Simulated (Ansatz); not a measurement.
Born–Oppenheimer molecular dynamics of a periodic cell of 19 atoms, K2Sc4F13 (host KSc2F7, host structure Cmmm, one F atom removed). It goes on from the last frame of an earlier run, with new velocities.

The calculation used DFT PBEsol, scalar-relativistic, plane waves, PAW in Ansatz. Settings: accuracy low, cutoff 420 eV, k mesh 2x2x1, fermi-dirac smearing 0.05 eV, no spin polarisation.

- ensemble: NVT, Langevin thermostat
- time step: 3 fs
- steps asked: 200
- set temperature: 1560 K
- friction: 0.05 /fs
- seed: 403420

Frames 15 fs apart, positions in Å, forces in eV/Å.

Velocities at 270.0 fs (Å/ps):

```
K 5.29 4.80 2.57
Sc -4.16 4.55 1.25
Sc 4.90 16.23 7.83
F 3.19 -9.81 2.03
F 0.67 5.58 1.44
F -16.81 16.41 -1.48
F -0.53 3.20 -5.90
F -1.81 9.90 7.70
F 24.61 4.04 -10.80
K -14.71 1.19 -0.23
Sc 0.57 2.96 5.41
Sc 8.16 -2.76 1.68
F -0.35 9.10 17.26
F -3.10 -0.75 7.15
F 1.13 -15.81 2.63
F 1.42 -10.22 -2.47
F 0.43 -2.05 1.90
F 7.07 6.22 7.94
F 2.00 -11.12 15.50
```

```xyz
19
Lattice="3.2721 -5.2948 0.0000 3.2721 5.2948 0.0000 0.0000 0.0000 8.0967" Properties=species:S:1:pos:R:3:forces:R:3 time_fs=270.0 energy_less_start_eV=1.037 T=1901
K -0.222 -0.025 -0.137 0.57 -0.55 0.25
Sc 3.418 1.625 2.447 -2.62 1.31 -1.43
Sc 3.060 -2.253 2.042 -0.53 -0.54 0.37
F 3.237 2.194 0.099 0.36 -0.23 0.81
F 2.942 -1.880 0.085 0.18 -0.59 -0.48
F 0.898 -1.671 2.157 -0.08 -1.35 0.09
F 5.105 1.101 1.870 2.06 -0.21 -0.26
F 1.289 1.732 1.696 0.12 -0.03 0.71
F 2.923 -0.357 2.301 0.58 1.61 0.39
K 0.167 -0.180 4.041 0.09 0.07 0.33
Sc 3.659 1.883 6.393 -0.34 0.41 -1.85
Sc 3.533 -2.018 6.120 -0.69 -0.23 -0.65
F 3.014 1.901 4.290 0.41 -0.39 0.44
F 2.792 -2.494 4.070 0.88 0.11 -0.61
F 1.455 -1.762 5.949 0.40 0.18 0.61
F 5.694 1.137 5.968 -0.80 2.00 0.21
F 1.415 1.837 6.204 0.91 -3.34 0.76
F 5.625 -1.567 6.000 0.77 0.16 -0.21
F 3.993 -0.190 6.557 -2.26 1.59 0.51
19
Lattice="3.2721 -5.2948 0.0000 3.2721 5.2948 0.0000 0.0000 0.0000 8.0967" Properties=species:S:1:pos:R:3:forces:R:3 time_fs=285.0 energy_less_start_eV=1.154 T=1547
K -0.220 0.087 -0.133 0.60 -0.47 0.50
Sc 3.369 1.781 2.411 -0.97 0.75 -0.85
Sc 3.117 -2.113 2.136 -0.61 -0.93 -0.39
F 3.332 2.054 0.192 0.24 -0.20 0.21
F 2.848 -1.723 0.167 0.37 -1.19 -0.30
F 0.691 -1.587 2.076 0.48 -0.69 0.47
F 5.158 1.139 1.937 0.98 0.84 0.41
F 1.295 1.774 1.840 0.10 0.26 0.49
F 3.154 -0.182 2.171 -0.35 0.38 0.65
K -0.035 -0.203 4.021 0.19 0.12 0.18
Sc 3.787 1.901 6.378 -2.16 -1.21 -0.15
Sc 3.550 -2.043 6.136 0.61 -0.45 -0.22
F 3.022 1.885 4.501 0.68 -0.43 -1.85
F 2.760 -2.482 4.091 0.87 0.40 -0.72
F 1.498 -1.876 5.958 1.16 1.85 0.35
F 5.653 1.097 5.889 -0.42 1.92 0.42
F 1.482 1.779 6.280 0.02 -1.34 0.81
F 5.723 -1.426 6.131 0.13 -1.28 -0.21
F 3.927 -0.229 6.604 -1.92 1.68 0.19
19
Lattice="3.2721 -5.2948 0.0000 3.2721 5.2948 0.0000 0.0000 0.0000 8.0967" Properties=species:S:1:pos:R:3:forces:R:3 time_fs=300.0 energy_less_start_eV=0.966 T=1646
K -0.178 0.211 -0.099 0.48 -0.52 0.13
Sc 3.348 1.926 2.339 1.93 -1.05 -0.15
Sc 3.226 -2.085 2.190 -0.89 -0.34 -0.22
F 3.503 1.920 0.306 -0.06 0.18 -1.00
F 2.828 -1.572 0.262 0.60 -1.33 -0.76
F 0.623 -1.534 2.060 0.44 0.16 0.19
F 5.316 1.295 1.961 0.66 1.11 0.45
F 1.472 1.801 2.068 -1.79 0.07 -0.31
F 3.406 -0.147 2.143 -0.33 0.20 0.89
K -0.133 -0.207 3.958 0.12 0.34 0.51
Sc 3.841 1.885 6.326 -2.64 1.23 -0.12
Sc 3.535 -2.023 6.235 1.59 -0.38 -0.30
F 3.062 1.805 4.400 0.60 0.01 -0.76
F 2.635 -2.445 4.016 1.02 0.55 -0.90
F 1.582 -1.797 5.924 -0.04 1.55 0.84
F 5.721 1.337 5.823 0.09 0.28 0.92
F 1.584 1.696 6.386 -0.48 0.10 0.55
F 5.735 -1.374 6.162 -0.56 -0.91 0.09
F 3.806 0.004 6.550 -0.73 -1.27 -0.04
19
Lattice="3.2721 -5.2948 0.0000 3.2721 5.2948 0.0000 0.0000 0.0000 8.0967" Properties=species:S:1:pos:R:3:forces:R:3 time_fs=315.0 energy_less_start_eV=0.535 T=1558
K -0.098 0.322 -0.026 0.29 -0.56 -0.25
Sc 3.451 2.041 2.238 -0.02 -3.64 0.05
Sc 3.266 -2.084 2.171 0.50 0.81 -0.36
F 3.664 1.971 0.085 -0.01 0.39 1.49
F 2.817 -1.700 0.221 0.72 -0.92 -0.63
F 0.688 -1.522 2.094 1.05 2.13 -0.28
F 5.533 1.482 2.014 -0.82 -0.18 -0.15
F 1.502 1.774 2.196 -0.66 -0.09 -0.32
F 3.541 -0.132 2.128 -0.10 0.68 0.44
K -0.066 -0.104 3.903 0.08 0.45 0.80
Sc 3.814 1.988 6.252 -1.48 1.66 -0.77
Sc 3.617 -2.011 6.277 1.35 0.65 0.14
F 3.146 1.757 4.367 0.37 0.28 -1.15
F 2.731 -2.341 3.981 0.86 0.47 -0.37
F 1.765 -1.623 5.905 -1.89 1.53 0.75
F 5.757 1.611 5.869 0.48 -1.72 0.84
F 1.640 1.709 6.557 -0.61 0.13 0.13
F 5.674 -1.350 6.155 -0.10 -0.54 -0.12
F 3.719 0.112 6.520 0.00 -1.54 -0.23
19
Lattice="3.2721 -5.2948 0.0000 3.2721 5.2948 0.0000 0.0000 0.0000 8.0967" Properties=species:S:1:pos:R:3:forces:R:3 time_fs=330.0 energy_less_start_eV=0.329 T=1157
K -0.012 0.333 0.079 0.25 -0.52 -0.60
Sc 3.562 2.009 2.212 -0.89 -1.58 -0.22
Sc 3.291 -2.087 2.193 0.03 1.53 -0.66
F 3.705 2.110 -0.083 0.08 0.11 3.46
F 2.830 -1.857 0.126 1.06 -0.65 0.54
F 0.800 -1.433 2.281 0.73 0.00 -0.56
F 5.592 1.487 2.048 -1.22 -0.29 -0.12
F 1.423 1.789 2.200 1.11 -0.18 -0.07
F 3.600 -0.090 2.150 -0.19 0.31 0.10
K -0.024 -0.036 3.954 0.02 0.61 1.02
Sc 3.709 2.163 6.178 1.47 0.19 -0.57
Sc 3.766 -2.007 6.333 -2.65 1.11 -0.32
F 3.231 1.746 4.393 -0.20 -0.04 -2.55
F 2.853 -2.237 4.044 1.01 0.21 -0.27
F 1.811 -1.359 5.955 -1.35 -0.64 0.41
F 5.845 1.570 5.941 -0.53 0.21 0.63
F 1.665 1.746 6.635 0.10 -0.72 0.22
F 5.630 -1.409 6.051 1.39 -0.24 -0.41
F 3.838 0.026 6.466 -0.22 0.59 -0.05
19
Lattice="3.2721 -5.2948 0.0000 3.2721 5.2948 0.0000 0.0000 0.0000 8.0967" Properties=species:S:1:pos:R:3:forces:R:3 time_fs=345.0 energy_less_start_eV=0.072 T=1647
K 0.147 0.351 0.153 0.30 -0.70 -0.80
Sc 3.563 1.942 2.246 0.12 -0.03 -0.66
Sc 3.288 -2.071 2.124 -1.02 0.22 0.31
F 3.741 2.233 -0.028 -0.11 -0.03 1.98
F 2.917 -1.996 0.116 0.82 -0.28 -0.06
F 0.923 -1.366 2.470 0.35 -1.32 -0.91
F 5.568 1.382 1.991 -0.78 0.66 0.56
F 1.429 1.860 2.021 1.30 -0.50 0.07
F 3.623 -0.181 2.073 -0.20 1.39 0.00
K -0.068 0.027 4.072 0.15 0.68 0.22
Sc 3.670 2.288 6.128 2.17 -0.18 1.15
Sc 3.756 -2.006 6.348 -2.06 1.95 -1.15
F 3.404 1.671 4.351 -0.24 -0.17 -2.54
F 2.971 -2.063 4.045 0.97 -0.20 0.36
F 1.623 -1.304 6.077 0.27 -1.05 0.16
F 5.825 1.477 5.958 0.04 1.60 0.68
F 1.760 1.821 6.578 -0.75 -0.56 0.23
F 5.792 -1.337 5.883 -1.18 -0.71 0.25
F 3.792 0.097 6.410 -0.15 -0.76 0.15
19
Lattice="3.2721 -5.2948 0.0000 3.2721 5.2948 0.0000 0.0000 0.0000 8.0967" Properties=species:S:1:pos:R:3:forces:R:3 time_fs=360.0 energy_less_start_eV=-0.055 T=1853
K 0.326 0.349 0.130 0.21 -0.65 -0.76
Sc 3.507 1.989 2.234 0.74 -0.24 -1.57
Sc 3.228 -2.070 2.099 -0.48 -1.88 -1.47
F 3.741 2.237 0.075 -0.37 0.22 0.76
F 2.963 -2.308 0.004 0.90 0.75 0.53
F 1.037 -1.390 2.526 0.22 -1.00 -0.88
F 5.570 1.360 1.832 -0.91 0.75 1.38
F 1.524 1.855 1.819 0.19 0.02 0.41
F 3.683 -0.310 2.000 0.15 2.89 -0.50
K -0.069 0.099 4.099 0.25 0.88 -0.40
Sc 3.710 2.304 6.138 0.55 -0.78 1.04
Sc 3.724 -1.911 6.294 -1.57 1.52 -0.52
F 3.528 1.651 4.184 -0.02 0.06 -0.09
F 3.096 -1.826 3.933 0.57 -0.56 2.47
F 1.591 -1.357 6.197 0.48 0.03 -0.20
F 5.701 1.650 6.072 0.35 0.34 -0.50
F 1.706 1.932 6.615 -0.04 -0.53 -0.16
F 5.820 -1.309 5.736 -1.42 -0.95 0.62
F 3.651 0.201 6.461 0.19 -0.87 -0.15
19
Lattice="3.2721 -5.2948 0.0000 3.2721 5.2948 0.0000 0.0000 0.0000 8.0967" Properties=species:S:1:pos:R:3:forces:R:3 time_fs=375.0 energy_less_start_eV=-0.012 T=1668
K 0.421 0.284 0.043 0.11 -0.53 -0.57
Sc 3.523 2.002 2.083 0.86 -0.82 -0.02
Sc 3.277 -2.182 1.971 0.94 2.45 0.92
F 3.631 2.350 -0.041 0.00 0.22 2.78
F 3.050 -2.460 0.018 0.93 1.19 -0.33
F 1.151 -1.526 2.525 0.23 -0.33 -0.71
F 5.606 1.460 1.752 -1.22 -1.13 1.27
F 1.638 1.735 1.717 -1.07 -0.02 0.28
F 3.667 -0.214 1.955 -0.34 0.52 -0.54
K -0.029 0.251 4.085 0.06 -0.15 0.07
Sc 3.706 2.298 6.193 -2.10 -0.57 -1.61
Sc 3.647 -1.835 6.169 -0.66 0.66 -0.04
F 3.536 1.616 4.054 0.03 0.31 0.14
F 3.199 -1.658 4.066 0.62 -1.05 0.74
F 1.580 -1.390 6.384 -0.12 1.32 -0.43
F 5.485 1.767 6.112 2.94 -1.50 -1.00
F 1.713 1.945 6.571 -1.62 -1.02 -0.13
F 5.660 -1.450 5.737 -0.07 1.32 -0.57
F 3.547 0.178 6.579 0.47 -0.84 -0.25
19
Lattice="3.2721 -5.2948 0.0000 3.2721 5.2948 0.0000 0.0000 0.0000 8.0967" Properties=species:S:1:pos:R:3:forces:R:3 time_fs=390.0 energy_less_start_eV=-0.758 T=1366
K 0.442 0.223 -0.023 -0.20 -0.33 -0.24
Sc 3.541 1.951 1.971 0.79 -0.31 0.71
Sc 3.434 -2.128 1.945 -0.48 0.17 0.54
F 3.572 2.360 0.008 0.21 0.37 0.12
F 3.119 -2.444 0.036 0.29 1.05 -0.10
F 1.239 -1.581 2.499 0.07 -0.65 -0.72
F 5.604 1.324 1.869 -0.24 0.78 0.63
F 1.642 1.517 1.659 -0.96 0.85 0.58
F 3.543 -0.162 1.842 0.07 -0.16 -0.39
K 0.070 0.419 4.026 0.29 -0.53 0.12
Sc 3.630 2.299 6.125 -0.90 -1.41 -0.56
Sc 3.507 -1.760 6.120 0.69 -0.61 0.65
F 3.366 1.552 3.911 0.13 0.39 1.06
F 3.161 -1.662 4.213 0.53 -0.71 -0.65
F 1.492 -1.369 6.322 -0.05 0.28 -0.21
F 5.638 1.666 6.032 -0.49 0.33 -0.47
F 1.570 1.885 6.567 -0.08 0.32 -0.67
F 5.658 -1.490 5.575 -0.40 0.64 -0.14
F 3.432 0.222 6.565 0.70 -0.49 -0.27
19
Lattice="3.2721 -5.2948 0.0000 3.2721 5.2948 0.0000 0.0000 0.0000 8.0967" Properties=species:S:1:pos:R:3:forces:R:3 time_fs=405.0 energy_less_start_eV=0.327 T=1848
K 0.414 0.122 0.044 -0.13 0.02 -0.45
Sc 3.499 2.029 1.925 0.07 -2.13 3.62
Sc 3.381 -2.150 1.978 0.22 0.39 0.48
F 3.566 2.338 0.129 0.12 0.82 -2.76
F 3.172 -2.396 0.052 -0.21 0.60 0.14
F 1.475 -1.588 2.438 -0.86 -0.78 -0.40
F 5.532 1.143 2.013 -0.26 1.94 -0.08
F 1.408 1.477 1.819 0.70 1.22 0.37
F 3.529 -0.105 1.847 -0.39 -0.73 -0.49
K 0.114 0.445 4.034 0.54 -0.59 0.28
Sc 3.607 2.292 6.056 -1.05 -1.77 -0.86
Sc 3.433 -1.776 6.148 1.63 -0.25 1.98
F 3.221 1.457 3.952 0.44 1.06 0.70
F 3.271 -1.771 4.358 0.27 -0.49 -3.27
F 1.466 -1.370 6.040 0.44 0.17 0.65
F 5.768 1.561 6.018 -1.72 1.04 0.04
F 1.486 1.947 6.394 0.83 -0.04 0.09
F 5.782 -1.450 5.576 -1.00 0.62 -0.04
F 3.444 0.328 6.529 0.34 -1.07 0.00
19
Lattice="3.2721 -5.2948 0.0000 3.2721 5.2948 0.0000 0.0000 0.0000 8.0967" Properties=species:S:1:pos:R:3:forces:R:3 time_fs=420.0 energy_less_start_eV=0.557 T=1232
K 0.421 0.021 0.035 -0.08 0.13 -0.28
Sc 3.398 2.135 1.995 0.31 -2.43 0.90
Sc 3.308 -2.236 2.050 -0.17 2.73 2.13
F 3.415 2.586 0.120 0.18 0.24 -0.68
F 3.315 -2.335 0.193 -0.45 0.29 -1.97
F 1.490 -1.671 2.546 -1.79 -0.09 -0.21
F 5.495 1.217 2.110 -0.68 1.37 -0.35
F 1.267 1.652 1.939 2.51 -1.24 0.21
F 3.432 -0.053 1.708 -0.49 -0.17 0.01
K 0.011 0.316 4.033 0.54 -0.52 0.33
Sc 3.576 2.194 5.897 -0.64 0.22 0.27
Sc 3.483 -1.957 6.219 -0.79 2.93 -0.45
F 3.176 1.476 4.080 0.31 0.70 -0.29
F 3.361 -1.940 4.304 0.51 -0.33 -1.60
F 1.505 -1.502 5.862 0.20 0.13 0.68
F 5.846 1.534 6.051 -1.87 0.28 0.24
F 1.467 2.066 6.338 2.75 -3.35 0.66
F 5.715 -1.379 5.654 -0.35 0.36 0.11
F 3.479 0.357 6.497 0.02 -1.25 0.28
19
Lattice="3.2721 -5.2948 0.0000 3.2721 5.2948 0.0000 0.0000 0.0000 8.0967" Properties=species:S:1:pos:R:3:forces:R:3 time_fs=435.0 energy_less_start_eV=-0.253 T=1517
K 0.467 0.051 -0.061 -0.08 0.08 -0.17
Sc 3.442 2.172 2.007 -0.69 -2.75 -0.84
Sc 3.381 -2.221 2.150 -0.47 1.73 -0.89
F 3.287 2.724 0.120 0.43 0.01 0.15
F 3.358 -2.201 0.131 -0.37 0.18 -0.77
F 1.376 -1.683 2.563 -0.14 0.49 -0.10
F 5.453 1.279 2.121 -0.31 1.30 -0.48
F 1.348 1.596 1.900 0.89 0.03 0.26
F 3.326 0.066 1.673 0.04 -0.54 0.33
K -0.162 0.155 3.941 0.60 -0.21 0.47
Sc 3.546 2.143 5.782 -0.47 -0.06 3.16
Sc 3.544 -1.913 6.238 0.49 0.22 -0.66
F 3.178 1.517 4.099 -0.09 -0.24 -2.01
F 3.462 -2.126 4.061 0.42 0.06 1.51
F 1.406 -1.621 5.755 1.81 1.56 0.23
F 5.751 1.608 6.038 -0.55 0.30 0.02
F 1.568 1.853 6.373 0.09 -0.21 -0.19
F 5.664 -1.293 5.757 -1.30 -0.71 0.20
F 3.613 0.288 6.555 -0.31 -1.25 -0.21
```

Of the whole run (600 fs, mean temperature of the second half 1545 K): A run of 0.6 ps of so small a system gives no equilibrium averages. Limits of this set-up: coarse k mesh, odd electron count without spin, low accuracy level.

The run took 28 min on 1 thread of Arm Neoverse V1, with other jobs on the host, peak memory 0.69 GiB.
